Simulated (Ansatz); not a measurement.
**C₃H₁₁NO₃Zr: up Jacob's ladder to CCSD(T)**

The task here is to estimate one member of a computed series from the others.

Method: functionals in def2-TZVPP, the program's frozen cores in correlated methods; program: Ansatz 0.2.0, Gaussian basis.

Levels to be run: LDA (SPW92), PBE-D4, revPBE-D4, BLYP-D4, r2SCAN-D4, B97M-V, PBE0-D4, B3LYP-D4, r2SCANh-D4, r2SCAN0-D4, HSE06-D4, BHLYP-D4, CAM-B3LYP-D4, LC-ωPBE, ωB97X-V, ωB97M-V, B2PLYP, PBE-QIDH; CCSD(T)/def2-SVP; CCSD(T)/def2-TZVPP; MP2/def2-QZVPP; extrapolation to the limit; RPA on PBE.

## The geometry

All runs share one geometry, relaxed beforehand with PBE0-D4 in a triple-zeta def2 set. Zr takes the def2 core potential; no spin-orbit term is included.

19 atoms, charge 0, spin multiplicity 1.

Atoms are counted from 1 here; the program's logs count them from 0.

Bond lengths: C1–C2 1.522 Å, C1–H9 1.093 Å, C1–H10 1.093 Å, C1–H11 1.092 Å, C2–N3 1.448 Å, C2–H12 1.102 Å, C2–H13 1.096 Å, N3–C4 1.444 Å, N3–Zr5 2.034 Å, C4–H14 1.100 Å, C4–H15 1.098 Å, C4–H16 1.093 Å, Zr5–O6 1.942 Å, Zr5–O7 1.947 Å, Zr5–O8 1.941 Å, O6–H17 0.952 Å, O7–H18 0.953 Å, O8–H19 0.952 Å. Angles: C2–C1–H9 110.6°, C2–C1–H10 110.5°, C2–C1–H11 111.7°, H9–C1–H10 108.3°, H9–C1–H11 108.0°, H10–C1–H11 107.6°, C1–C2–N3 114.4°, C1–C2–H12 109.2°, C1–C2–H13 109.0°, N3–C2–H12 109.4°, N3–C2–H13 108.6°, H12–C2–H13 105.9°, C2–N3–C4 114.2°, C2–N3–Zr5 122.2°, C4–N3–Zr5 123.6°, N3–C4–H14 111.1°, N3–C4–H15 112.9°, N3–C4–H16 110.4° and more.

As a file:

```
C     2.1055    0.2343   -1.1867
C     1.4765   -0.0055    0.1788
N     0.1089   -0.4804    0.1329
C    -0.0317   -1.8323   -0.3537
Zr   -1.4596    0.6763    0.7139
O    -0.7950    1.8631    2.1002
O    -2.0887    1.7559   -0.7796
O    -2.8724   -0.5393    1.2560
H     1.5260    0.9679   -1.7531
H     3.1253    0.6128   -1.0783
H     2.1556   -0.6841   -1.7756
H     2.0950   -0.7231    0.7418
H     1.5023    0.9285    0.7522
H     0.5960   -2.5287    0.2224
H     0.2453   -1.9378   -1.4112
H    -1.0675   -2.1676   -0.2531
H    -0.8354    2.6225    2.6736
H    -2.0274    2.0097   -1.6958
H    -3.7586   -0.7722    1.5155
```

The first run:

The input, in.yaml:

```yaml
crystal:
  periodic: [false, false, false]
  atoms:
    - {symbol: C, position_ang: [2.105538, 0.234336, -1.186736]}
    - {symbol: C, position_ang: [1.476541, -0.005484, 0.178817]}
    - {symbol: N, position_ang: [0.108894, -0.480404, 0.132899]}
    - {symbol: C, position_ang: [-0.031677, -1.832327, -0.353717]}
    - {symbol: Zr, position_ang: [-1.459636, 0.676330, 0.713866]}
    - {symbol: O, position_ang: [-0.795009, 1.863122, 2.100205]}
    - {symbol: O, position_ang: [-2.088707, 1.755857, -0.779567]}
    - {symbol: O, position_ang: [-2.872410, -0.539276, 1.256006]}
    - {symbol: H, position_ang: [1.526039, 0.967858, -1.753139]}
    - {symbol: H, position_ang: [3.125284, 0.612800, -1.078327]}
    - {symbol: H, position_ang: [2.155564, -0.684118, -1.775582]}
    - {symbol: H, position_ang: [2.094978, -0.723091, 0.741773]}
    - {symbol: H, position_ang: [1.502342, 0.928520, 0.752177]}
    - {symbol: H, position_ang: [0.595971, -2.528744, 0.222351]}
    - {symbol: H, position_ang: [0.245307, -1.937756, -1.411242]}
    - {symbol: H, position_ang: [-1.067529, -2.167572, -0.253106]}
    - {symbol: H, position_ang: [-0.835415, 2.622468, 2.673608]}
    - {symbol: H, position_ang: [-2.027420, 2.009708, -1.695819]}
    - {symbol: H, position_ang: [-3.758644, -0.772239, 1.515532]}
basis:
  gaussian: {orbitals: def2-TZVPP}
hamiltonian: {xc: lda}
output: {orbitals: {seedname: orbitals}}
```

Launch:

```sh
> ansatz run in.yaml --threads 4 --pin off --events-out ev --progress --plain --max-ram 66560MiB --backend cuda --devices 0, --max-vram 37GiB
```

Steps of the session up to this table: LDA; PBE-D4 (GGA); revPBE-D4 (GGA); BLYP-D4 (GGA); r2SCAN-D4 (meta-GGA); B97M-V (meta-GGA); B3LYP-D4 (hybrid); r2SCANh-D4 (hybrid); r2SCAN0-D4 (hybrid); HSE06-D4 (hybrid); BHLYP-D4 (hybrid); CAM-B3LYP-D4 (range-separated); LC-ωPBE (range-separated); ωB97X-V (range-separated); ωB97M-V (range-separated); B2PLYP (double hybrid); PBE-QIDH (double hybrid).

One table of the session follows, with a row left open; its other results are not shown here.

It belongs to the step «Frontier levels by functional». 

```
  functional  HOMO (eV)  gap (eV)
 LDA (SPW92)      -5.00      4.19
      PBE-D4      -4.85      4.16
   revPBE-D4      -4.79      4.14
     BLYP-D4      -4.74      4.04
   r2SCAN-D4      -5.06      4.78
      B97M-V      -5.18      4.54
     PBE0-D4      -6.10      6.07
    B3LYP-D4      -5.90      5.58
  r2SCANh-D4      -5.54      5.59
  r2SCAN0-D4      -6.26      6.58
    HSE06-D4      -5.70      5.34
    BHLYP-D4      -7.29      7.70
CAM-B3LYP-D4      -7.44      7.98
     LC-ωPBE      -8.73     10.26
     ωB97X-V          ?         ?
     ωB97M-V      -8.35      9.19
```

**Question.** Estimate the row for ωB97X-V.

As computed: HOMO (eV): -8.42; gap (eV): 9.83. In the column «HOMO (eV)» it lies between LC-ωPBE (-8.73) and ωB97M-V (-8.35).
